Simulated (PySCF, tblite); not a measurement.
**C₅H₅F₂S radical: geometry, infrared bands and EPR parameters**

What infrared bands and EPR parameters should C₅H₅F₂S radical (`FC[C@@H]1[CH]C=C(F)S1`) show?

The runs use tblite 0.8.0 and PySCF 2.14.0, with density-fitted response routines of our own; the level of theory stands in each step. All values are computed, except where a source is named. Atoms count from 0, in the outputs and in this text.

## (1) The starting structure

13 atoms, charge 0, multiplicity 2; geometry from: force field or distance geometry start.

Bonds of the start (Å): F0–C1 1.41, C1–C2 1.47, C2–C3 1.48, C3–C4 1.45, C4–C5 1.33, C5–F6 1.36, C5–S7 1.83, S7–C2 1.84, C1–H8 1.11, C1–H9 1.11, C2–H10 1.12, C3–H11 1.11, C4–H12 1.11.

## (2) Relaxing the molecule with GFN2-xTB

What the job is given:

```
{"job": {"kind": "relax", "xc": "GFN2-xTB", "basis": "xTB"}, "charge": 0, "multiplicity": 2}
F      2.471700    -0.323300     1.239800
C      1.908700     0.430900     0.187300
C      0.443000     0.429900     0.341400
C     -0.219700    -0.895200     0.290100
C     -1.648500    -0.797900     0.040200
C     -1.974400     0.235600    -0.731300
F     -3.226700     0.571200    -1.132100
S     -0.422100     1.121200    -1.129000
H      2.388400     1.423500     0.263000
H      2.184900    -0.057800    -0.774500
H      0.175300     1.034500     1.245100
H      0.316100    -1.666800    -0.294600
H     -2.401200    -1.505500     0.436800
```

On the command line:

```
OMP_NUM_THREADS=1 python probes_run.py task.json out
```

The driver reads the jobs from task.json and runs them one after another.

**Question.** This job is followed by: GFN2-xTB harmonic vibrations, gas phase; UKS B3LYP, pcH-1 on C F H S, non-relativistic, mean-field spin-orbit, GIAO. Predict these results of the whole session: strongest single infrared mode (GFN2-xTB); zero-point energy (GFN2-xTB); g(iso) (B3LYP); ⟨S²⟩; largest a(iso); potential on the surface of density 0.002 e/bohr³, 1st and 99th percentile.

The runs gave:

```
                                                                  quantity                 value
                                 strongest single infrared mode (GFN2-xTB)  1059 cm⁻¹, 81 km/mol
                                              zero-point energy (GFN2-xTB)         54.3 kcal/mol
                                                            g(iso) (B3LYP)               2.00456
                                                                      ⟨S²⟩    0.770 (exact 0.75)
                                                            largest a(iso)   19F on F6, 88.2 MHz
potential on the surface of density 0.002 e/bohr³, 1st and 99th percentile    -0.83 V and 1.19 V
```

In words: Relaxing lowered the energy by 1.472 eV in 67 steps; the close pair that moved most is C5–S7, from 1.831 to 1.740 Å. No mode is imaginary among the 33: a minimum at this level. The strongest single mode, at 1059 cm⁻¹, is spread over several atoms, C1, H10, H11, C2 among them. GFN2-xTB is a fitted tight-binding method: band positions and strengths are rough. Its intensities can rank the bands wrongly. The largest spin populations lie on C3 (0.59 e), C5 (0.49 e). The isotropic g lies 2.2 ppt above the free-electron value. These values are for one conformer; the search (at its own cheap level) found 2 more, at 0.00, 1.15 kcal/mol (those within 0.05 may be mirror or relabelled copies), and measured spectra average over such forms.
